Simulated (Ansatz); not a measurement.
# TiH+ (quintet): wave-function methods side by side at distance Ti1–H2 = 2.236 Å, def2-TZVPP

Aim: climb from Hartree-Fock through coupled cluster for TiH+ (quintet) at one geometry and basis, and see what each rung misses.

Program: Ansatz 0.2.0, Gaussian basis. Level of theory: def2-TZVPP, core rule «outside noble gas», up to 9 orbitals frozen. These are calculated values, not measurements.

To be run: UHF; CCSD(T) on ROHF; CCSD(T) on UHF; CCSDT(Q) on ROHF; CCSDT(Q) on UHF; Full CI.

49 further runs of the same task are left out: 22 for a known fault of the program, 18 that didn't finish, 9 set aside as unsound or not needed.

## 1. The geometry

The geometry derives from a PBE0/def2-TZVP stationary point (not a proven minimum). One bond is set to the value named and the two fragments are kept rigid.

2 atoms, charge 1, spin multiplicity 5.

Atoms are counted from 1 here; the program's logs count them from 0.

Bond lengths: Ti1–H2 2.236 Å.

## 2. UHF

in.yaml reads:

```yaml
crystal:
  periodic: [false, false, false]
  atoms:
    - {symbol: Ti, position_ang: [0.000000, 0.000000, 0.000000]}
    - {symbol: H, position_ang: [0.000000, 0.000000, 2.235600]}
basis:
  gaussian: {orbitals: def2-TZVPP}
total_charge: 1
magnetization: {spin_polarized: true, initial_magnetization: 4}
hamiltonian: {xc: hf}
output: {orbitals: {seedname: orbitals}}
```

Run with:

```console
$ ansatz run in.yaml --threads 1 --pin off --events-out ev --progress --plain --max-ram 2393MiB
```

The runs that follow: CCSD(T) on ROHF; CCSD(T) on UHF; CCSDT(Q) on ROHF; CCSDT(Q) on UHF; Full CI.

Before running them: what should the planned runs give, taken together? Wanted: FCI below the RHF energy; RMP2 from FCI; UMP2 from FCI; RCCSD from FCI; RCCSD(T) from FCI; UCCSD(T) from FCI; RCCSDT(Q) from FCI; UCCSDT(Q) from FCI; T1 diagnostic.

As calculated:

| quantity | value |
| --- | --- |
| FCI below the RHF energy | -0.7079 eV |
| RMP2 from FCI | +4.27 kcal/mol |
| UMP2 from FCI | +1.94 kcal/mol |
| RCCSD from FCI | +0.31 kcal/mol |
| RCCSD(T) from FCI | +0.06 kcal/mol |
| UCCSD(T) from FCI | -2.21 kcal/mol |
| RCCSDT(Q) from FCI | -0.03 kcal/mol |
| UCCSDT(Q) from FCI | -2.30 kcal/mol |
| levels within 1 kcal/mol (43 meV) | RCCSD, RCCSD(T), RCCSDT, RCCSDT(Q) |
| T1 diagnostic | 0.014 |
| effectively unpaired electrons | 4.00 |

In words: RCCSD(T) misses by +0.06 kcal/mol, 0.4 % of the correlation energy. CCSD(T) misses by +0.06 kcal/mol on the restricted determinant and by -2.21 kcal/mol on the unrestricted one; the two need not hold the same state or core. UCCSD, UCCSD(T), UCCSDT, UCCSDT(Q) fall below full CI: unrestricted runs freeze a spin-polarised core, another one than full CI's, and coupled cluster isn't variational. One determinant dominates. Coupled cluster took another determinant than the lowest Hartree-Fock one. These misses are within one basis, not against nature; the frozen cores of restricted and unrestricted runs differ, which can shift their rows.
